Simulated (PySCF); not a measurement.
# C2H8NOSi: the cost of one run

Programs: PySCF 2.14.0, with routines of our own; each step states its level. All values are computed. Atoms count from 0.

## 1. The system as given

13 atoms, charge 0, multiplicity 2; geometry from: GFN2-xTB.

## 2. Open-shell or spin-flip excitations: unrestricted TDDFT B3LYP/def2-SVPD

Job settings and geometry (Å):

```
{"job": {"kind": "uabs", "xc": "B3LYP", "basis": "def2-SVPD", "nstates": 10, "tda": false}, "charge": 0, "multiplicity": 2}
C     -1.540188    -0.196885     0.978804
C     -0.874339     0.165301    -0.347707
N      0.469829    -0.351465    -0.406354
O      0.644996    -1.511313    -0.931181
Si     1.919271     0.320101     0.320009
H     -1.568204    -1.277734     1.093145
H     -0.980814     0.229543     1.808539
H     -2.556919     0.186802     1.001168
H     -1.438716    -0.267465    -1.177925
H     -0.823631     1.251045    -0.458381
H      1.498322     1.643294     0.783813
H      2.324741    -0.551955     1.421144
H      2.921265     0.361217    -0.738578
```

Level: unrestricted TDDFT B3LYP/def2-SVPD, vertical, gas phase, core orbitals frozen in the response.

Launch:

```bash
$ OMP_NUM_THREADS=1 python excited_run.py task.json out
```

One launch serves the whole session: the jobs run in the order shown.

**Question.** How long does this run take on 1 thread of Arm Neoverse V1, shared host?

About 48 s.
